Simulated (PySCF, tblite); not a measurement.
# C8H15B: geometry, infrared bands, NMR shifts and electronic excitations

Aim: predict the infrared bands, NMR shifts and electronic excitations of C8H15B (`C=CC[C@@H]1CBCCC1`).

The runs use tblite 0.8.0 and PySCF 2.14.0, with density-fitted response routines of our own; the level of theory stands in each step. All values are computed, except where a source is named. Atoms are numbered from 0 throughout.

## 1. Starting geometry

24 atoms, charge 0, multiplicity 1; geometry from: force field or distance geometry start.

Bonds of the start (Å): C0–C1 1.33, C1–C2 1.49, C2–C3 1.49, C3–C4 1.53, C4–B5 1.58, B5–C6 1.58, C6–C7 1.48, C7–C8 1.49, C8–C3 1.50, C0–H9 1.08, C0–H10 1.09, C1–H11 1.10, C2–H12 1.11, C2–H13 1.12, C3–H14 1.11, C4–H15 1.12, C4–H16 1.11, B5–H17 1.18, C6–H18 1.11, C6–H19 1.13, C7–H20 1.12, C7–H21 1.13, C8–H22 1.11, C8–H23 1.13.

## 2. Geometry optimisation with GFN2-xTB

The job: settings as JSON, then the geometry in Å.

```
{"job": {"kind": "relax", "xc": "GFN2-xTB", "basis": "xTB"}, "charge": 0, "multiplicity": 1}
C     -3.435100    -0.276900    -0.849400
C     -2.578900    -0.524700     0.139900
C     -1.552400     0.465200     0.586100
C     -0.142200     0.006800     0.440300
C      0.734000     1.152600     0.946600
B      2.266100     0.833600     0.709500
C      2.645700    -0.475500    -0.098300
C      1.641200    -0.866600    -1.114700
C      0.282300    -0.272100    -0.967900
H     -3.431100     0.676200    -1.363000
H     -4.185500    -1.005500    -1.165500
H     -2.627600    -1.503300     0.648800
H     -1.727600     1.464600     0.146500
H     -1.743500     0.617300     1.680800
H      0.030800    -0.864800     1.100300
H      0.439500     2.063700     0.365800
H      0.559600     1.304800     2.027600
H      3.010400     1.744500     0.611300
H      3.635800    -0.330700    -0.567900
H      2.767400    -1.339300     0.617800
H      2.008000    -0.586200    -2.139400
H      1.554000    -1.989900    -1.111400
H     -0.442500    -0.973600    -1.432700
H      0.280000     0.699300    -1.536500
```

On the command line:

```console
OMP_NUM_THREADS=1 python probes_run.py task.json out
```

This one command runs all jobs of the session in turn.

**Question.** This job is followed by: GFN2-xTB harmonic vibrations, gas phase; PBE0-D3(BJ)/def2-SVP geometry optimisation, gas phase; GIAO PBE0/pcSseg-1 NMR shielding, non-relativistic, gas phase; TDDFT CAM-B3LYP/def2-SVPD, vertical, gas phase, core orbitals frozen in the response; GIAO mPW1PW91/pcSseg-1 NMR shielding, non-relativistic, gas phase. What will the session give for the following? strongest single infrared mode (GFN2-xTB); zero-point energy (GFN2-xTB); point group; rotational constants (main isotopes); ¹³C shifts against TMS (PBE0/pcSseg-1); ¹H shifts against TMS (PBE0/pcSseg-1); ¹¹B shifts against BF3·OEt2 (PBE0/pcSseg-1); potential on the surface of density 0.002 e/bohr³, 1st and 99th percentile; lowest singlet (CAM-B3LYP/def2-SVPD); brightest single state of those computed; lowest triplet; vertical ionisation energy (ΔSCF); range of the shift of B5.

As calculated:

| quantity | value |
| --- | --- |
| strongest single infrared mode (GFN2-xTB) | 2619 cm⁻¹, 182 km/mol |
| zero-point energy (GFN2-xTB) | 131.9 kcal/mol |
| point group | C1 |
| rotational constants (main isotopes) | 3.44, 0.90, 0.76 GHz |
| ¹³C shifts against TMS (PBE0/pcSseg-1) | 148.4, 124.0, 49.1, 38.7, 36.2, 33.9, 31.0, 25.6 ppm |
| ¹H shifts against TMS (PBE0/pcSseg-1) | 7.62, 5.94, 5.35, 5.33, 2.30, 2.09, 2.08, 1.91, 1.80, 1.55, 1.32, 1.25, 0.70, 0.56 ppm and more |
| ¹¹B shifts against BF3·OEt2 (PBE0/pcSseg-1) | 87.3 ppm |
| potential on the surface of density 0.002 e/bohr³, 1st and 99th percentile | -0.63 V and 0.85 V |
| lowest singlet (CAM-B3LYP/def2-SVPD) | 5.81 eV (214 nm), f = 0.002 |
| brightest single state of those computed | state 5, 7.32 eV, f = 0.247 |
| lowest triplet | 4.35 eV |
| vertical ionisation energy (ΔSCF) | 9.39 eV |
| range of the shift of B5 | 86.7 to 87.3 ppm |

In words: No mode is imaginary among the 66: a minimum at this level. The strongest single mode, at 2619 cm⁻¹, moves mainly H17. GFN2-xTB is a fitted tight-binding method: band positions and strengths are rough. Its intensities can rank the bands wrongly. The start of the PBE0/def2-SVP relaxation was shaken at random by about 0.01 Å, so part of the energy gained, and of the first lengths quoted, undoes that. The optimisation took 8 steps and gained 0.234 eV; among the close pairs (by a distance rule), C2–C3 changed most, from 1.585 to 1.534 Å (PBE0/def2-SVP). C1 (alkene CH) lies farthest downfield among carbon, at 148.4 ppm; as expected for a trigonal carbon in a double bond. At PBE0/pcSseg-1: The widest tensor belongs to C1: span 239 ppm, with a paramagnetic part of -220 ppm. At PBE0/pcSseg-1, counted by nearest atom on the grid, the HOMO lies on C0 35 %; C1 28 %, the LUMO on B5 53 %; H17 14 %. In ppm, B5 moves most: its shift spreads over 0.6 ppm, from 86.7 (mPW1PW91/pcSseg-1) to 87.3 (PBE0/pcSseg-1). These values are for one conformer; the search (at its own cheap level) found 2 more, at 0.51, 0.77 kcal/mol, and measured spectra average over such forms.
